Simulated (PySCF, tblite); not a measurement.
# C₅H₁₀BFS₂: geometry, infrared bands and NMR shifts

What infrared bands and NMR shifts should C₅H₁₀BFS₂ (`CC[C@@H]1SB(C)S[C@H]1F`) show?

Programs: tblite 0.8.0 and PySCF 2.14.0, with density-fitted response routines of our own. Each step states its level of theory. These are calculated values for one molecule in the gas phase, unless marked as measured. Atoms are numbered from 0 throughout.

## 1. The starting structure

19 atoms, charge 0, multiplicity 1; geometry from: force field or distance geometry start.

Bonds of the start (Å): C0–C1 1.52, C1–C2 1.52, C2–S3 1.81, S3–B4 1.88, B4–C5 1.58, B4–S6 1.90, S6–C7 1.83, C7–F8 1.39, C7–C2 1.49, C0–H9 1.14, C0–H10 1.10, C0–H11 1.11, C1–H12 1.09, C1–H13 1.10, C2–H14 1.12, C5–H15 1.11, C5–H16 1.12, C5–H17 1.12, C7–H18 1.10.

## 2. Geometry optimisation with GFN2-xTB

The job: settings as JSON, then the geometry in Å.

```
{"job": {"kind": "relax", "xc": "GFN2-xTB", "basis": "xTB"}, "charge": 0, "multiplicity": 1}
C     -2.758600    -0.113100    -0.468400
C     -1.447600     0.628300    -0.255000
C     -0.645000     0.087500     0.918000
S      0.861600     1.092900     0.997600
B      1.883900     0.312200    -0.369700
C      3.425200     0.596000    -0.602700
S      0.961900    -1.311100    -0.724100
C     -0.146800    -1.305600     0.727100
F      0.567400    -1.618000     1.874000
H     -3.474800     0.123500     0.384400
H     -2.642200    -1.200400    -0.561200
H     -3.242500     0.332900    -1.367600
H     -0.887600     0.615000    -1.188600
H     -1.725400     1.667100    -0.001800
H     -1.219100     0.112200     1.875500
H      3.956000    -0.353000    -0.804300
H      3.602100     1.358900    -1.404300
H      3.867800     1.042700     0.327700
H     -0.946200    -2.058900     0.635900
```

Started as:

```
> OMP_NUM_THREADS=1 python probes_run.py task.json out
```

One launch serves the whole session: the jobs run in the order shown.

**Question.** This job is followed by: GFN2-xTB harmonic vibrations, gas phase; GIAO PBE0/pcSseg-1 NMR shielding, non-relativistic, gas phase. Predict these results of the whole session: strongest single infrared mode (GFN2-xTB); zero-point energy (GFN2-xTB); 13C shifts against TMS (PBE0/pcSseg-1); 1H shifts against TMS (PBE0/pcSseg-1, means over atoms taken as alike); 33S shifts against CS2 (PBE0/pcSseg-1); 11B shifts against BF3·OEt2 (PBE0/pcSseg-1); 19F shifts against CFCl3 (PBE0/pcSseg-1).

The runs gave:

```
                                                              quantity                                   value
                             strongest single infrared mode (GFN2-xTB)                    986 cm⁻¹, 116 km/mol
                                          zero-point energy (GFN2-xTB)                           91.4 kcal/mol
                                13C shifts against TMS (PBE0/pcSseg-1)        113.1, 69.0, 30.8, 15.3, 2.3 ppm
1H shifts against TMS (PBE0/pcSseg-1, means over atoms taken as alike)  6.42, 3.81, 1.62, 1.46, 1.08, 1.06 ppm
                                33S shifts against CS2 (PBE0/pcSseg-1)                            134, 134 ppm
                           11B shifts against BF3·OEt2 (PBE0/pcSseg-1)                                66.8 ppm
                              19F shifts against CFCl3 (PBE0/pcSseg-1)                              -166.0 ppm
```

In words: Over 95 steps the energy fell by 0.760 eV; of the close pairs, B4–S6 changed most, 1.900 to 1.800 Å. The lowest mode is imaginary (28i cm⁻¹), so the xTB geometry is not a minimum. The strongest single mode, at 986 cm⁻¹, is spread over several atoms, B4, H15, H17, C5 among them. Unscaled tight-binding wavenumbers are off by several per cent, some by more. Its intensities can rank the bands wrongly. The most deshielded carbon is C7 (sp3 CH bonded to F and S), at 113.1 ppm: deshielded by the electronegative neighbour. H18 (hydrogen on an sp3 CH bonded to F and S) lies farthest downfield among hydrogen, at 6.42 ppm; its carbon carries F, which withdraws density.
